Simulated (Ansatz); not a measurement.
# Mo, space group Im-3m: relaxations under a series of pressures

With the Ansatz DFT code, driven from Python.

Run as a notebook:

**Cell 1**
```python
import warnings

import ansatz as az
import numpy as np
import pandas as pd
```

**Cell 2**
```python
def edges_and_angles(cell):
    cell = np.asarray(cell)
    a, b, c = np.linalg.norm(cell, axis=1)
    cosines = cell[1] @ cell[2] / (b * c), cell[0] @ cell[2] / (a * c), cell[0] @ cell[1] / (a * b)
    return (a, b, c, *np.degrees(np.arccos(cosines)))
```

**Cell 3**
```python
warnings.simplefilter('ignore', az.DeckWarning)

lattice = az.Lattice.of(
    (-1.573415, 1.573415, 1.573415),
    (1.573415, -1.573415, 1.573415),
    (1.573415, 1.573415, -1.573415),
)
sites = [
    ('Mo', (0.0, 0.0, 0.0)),
]
system = az.Crystal(lattice=lattice)
for symbol, position in sites:
    system = system.atom(symbol, position)
```

**Cell 4**
```python
[site.symbol for site in system.resolved().sites]
```
Output:
```text
['Mo']
```

**Cell 5**
```python
calculation = (
    system.calculation()
    .functional('PBEsol')
    .kpoints(spacing=0.2)
    .occupations('gaussian', width=0.1)
)
```

**Cell 6**
```python
rows = []
for pressure in [-2, 0, 2, 5, 10]:
    outcome = calculation.relax(cell=True, pressure=pressure, force_tolerance=0.01).run()
    cell = outcome.lattice.cell_ang
    n_atoms = len(outcome.lattice.sites)
    volume = abs(np.linalg.det(cell)) / n_atoms
    enthalpy = outcome.report['free_energy_ev'] / n_atoms + pressure * volume / 160.21766
    rows.append((pressure, volume, enthalpy, *edges_and_angles(cell)))
    print(f'{pressure} GPa done: {volume:.4f} A^3/atom')
```
Output:
```text
-2 GPa done: 15.4545 A^3/atom
0 GPa done: 15.3433 A^3/atom
2 GPa done: 15.2357 A^3/atom
5 GPa done: 15.0833 A^3/atom
10 GPa done: 14.8420 A^3/atom
```

**Cell 7**
```python
table = pd.DataFrame(rows, columns=['P_GPa', 'V_A3_atom', 'H_eV_atom', 'a', 'b', 'c', 'alpha', 'beta', 'gamma'])
print(table.round(4).to_string(index=False))
p, v = np.array([row[0] for row in rows], float), np.array([row[1] for row in rows])
print('mean bulk modulus between rows (GPa):', np.round(-np.diff(p) / np.diff(np.log(v)), 1))
```
Output:
```text
 P_GPa  V_A3_atom  H_eV_atom      a      b      c    alpha     beta    gamma
    -2    15.4545 -4897.6605 2.7178 2.7178 2.7178 109.4712 109.4712 109.4712
     0    15.3433 -4897.4683 2.7113 2.7113 2.7113 109.4712 109.4712 109.4712
     2    15.2357 -4897.2774 2.7050 2.7050 2.7050 109.4712 109.4712 109.4712
     5    15.0833 -4896.9936 2.6959 2.6959 2.6959 109.4712 109.4712 109.4712
    10    14.8420 -4896.5267 2.6815 2.6815 2.6815 109.4712 109.4712 109.4712
mean bulk modulus between rows (GPa): [277.1 284.3 298.3 310. ]
```

The volume falls from 15.45 Å³ an atom at -2 GPa to 14.84 at 10 GPa, by 4.0 %. Between -2 and 0 GPa, -V dP/dV is about 277 GPa, a mean over that step.

Absolute energies stand on the zero of these potentials, so only differences at equal settings mean something. At a fixed pressure a relaxation lowers the enthalpy F + PV, while F alone can rise. Edges and angles are those of the cell as typed, here a primitive one, not of the conventional cell. Symmetry holds the cell in this phase, whether or not it is the stable one at each pressure. Processor time in the engine: 22 s on 1 thread of Intel(R) Xeon(R) Processor @ 2.30GHz, with other jobs on the host, peak memory 0.54 GiB.
